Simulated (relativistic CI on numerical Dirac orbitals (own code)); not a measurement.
**S⁸⁺: one ion under different settings**

Aim: see what numerical and physical settings do to the SCF, the total energy and the lowest levels of S⁸⁺.

Program: relativistic CI on numerical Dirac orbitals (own code) version 3. Level of theory: Dirac-Coulomb-Breit CI, KLI orbitals optimised for each configuration, model QED (radiative potential, 1s self-energy scaled to tabulated hydrogen-like ionisation energies), numerical settings as typed. These are calculated values, not measurements, unless marked.

## 1. Starting point

| Item | Value |
| --- | --- |
| ion | S⁸⁺ (S IX) |
| nuclear charge | 16 |
| electrons | 8 |
| isotope | A = 32 |

## 2. The usual input

Settings, as recorded:

```ini
atom S  Z=16  charge=8  electrons=8
nucleus A=32  rms_radius_fm=3.2611
hamiltonian dirac-coulomb  breit=on  qed=on  c_scale=1
orbitals kli  potential=per-configuration
slater_scale 1
correlation none
mixing on
grid step=0.0125 r_max=10.3
scf mixing=0.4 start=green max_iterations=150 tolerance=2e-08 node_fill=0.05
configurations
  [He] 2s2 2p4
  [He] 2s 2p5
  [He] 2p6
end
```

The run is started by

```
$ python run_levels.py task.json out
```

One command runs all members of the session, one after another, from task.json.

## 3. Slater scale 0.5

Settings: those of step 2 with these lines changed.

```diff
@@ -4,3 +4,3 @@
 orbitals kli  potential=per-configuration
-slater_scale 1
+slater_scale 0.5
 correlation none
```

## 4. Grid step 0.02, Slater scale 0.6

Settings: those of step 3 with these lines changed.

```diff
@@ -4,6 +4,6 @@
 orbitals kli  potential=per-configuration
-slater_scale 0.5
+slater_scale 0.6
 correlation none
 mixing on
-grid step=0.0125 r_max=10.3
+grid step=0.02 r_max=10.3
 scf mixing=0.4 start=green max_iterations=150 tolerance=2e-08 node_fill=0.05
```

## 5. Start potential thomas-fermi, node fill 0.5

Settings, as recorded:

```ini
atom S  Z=16  charge=8  electrons=8
nucleus A=32  rms_radius_fm=3.2611
hamiltonian dirac-coulomb  breit=on  qed=on  c_scale=1
orbitals kli  potential=per-configuration
slater_scale 1
correlation none
mixing on
grid step=0.0125 r_max=10.3
scf mixing=0.4 start=thomas-fermi max_iterations=150 tolerance=2e-08 node_fill=0.5
configurations
  [He] 2s2 2p4
  [He] 2s 2p5
  [He] 2p6
end
```

## 6. Start potential thomas-fermi, speed-of-light factor 2, node fill 0.01

Settings, as recorded:

```ini
atom S  Z=16  charge=8  electrons=8
nucleus A=32  rms_radius_fm=3.2611
hamiltonian dirac-coulomb  breit=on  qed=on  c_scale=2
orbitals kli  potential=per-configuration
slater_scale 1
correlation none
mixing on
grid step=0.0125 r_max=10.3
scf mixing=0.4 start=thomas-fermi max_iterations=150 tolerance=2e-08 node_fill=0.01
configurations
  [He] 2s2 2p4
  [He] 2s 2p5
  [He] 2p6
end
```

(Steps that only read results are left out.)

**Question.** What will these runs give? Wanted: lowest level, usual settings; total energy; first excitation.

As calculated:

| setting | total energy less usual (Ha) | largest shift of a level among the lowest eight of both runs, same label and place (cm⁻¹) | SCF iterations | time | lowest level | kind of change |
| --- | --- | --- | --- | --- | --- | --- |
| usual | 0 | 0 | 27 | 0.11 s | 2p4 3P2 | - |
| Slater scale 0.5 | 0.062 | 48800 | 27 | 0.11 s | 2p4 3P2 | model term |
| grid step 0.02, Slater scale 0.6 | 0.0498 | 38100 | 27 | 0.068 s | 2p4 3P2 | model term |
| start potential thomas-fermi, node fill 0.5 | 0.00233 | 485 | 27 | 0.11 s | 2p4 3P2 | numerical |
| start potential thomas-fermi, speed-of-light factor 2, node fill 0.01 | 0.771 | 17300 | 27 | 0.11 s | 2p4 3P2 | unphysical constant |

| quantity | value |
| --- | --- |
| lowest level, usual settings | 2p4 3P2 |
| total energy | -366.2340 Ha |
| first excitation | 7938.4 cm⁻¹ |

**Reading.** Among the runs whose levels can be followed, they move most under «Slater scale 0.5» (model term), by up to 48800 cm⁻¹. Only the listed configurations are in the model.
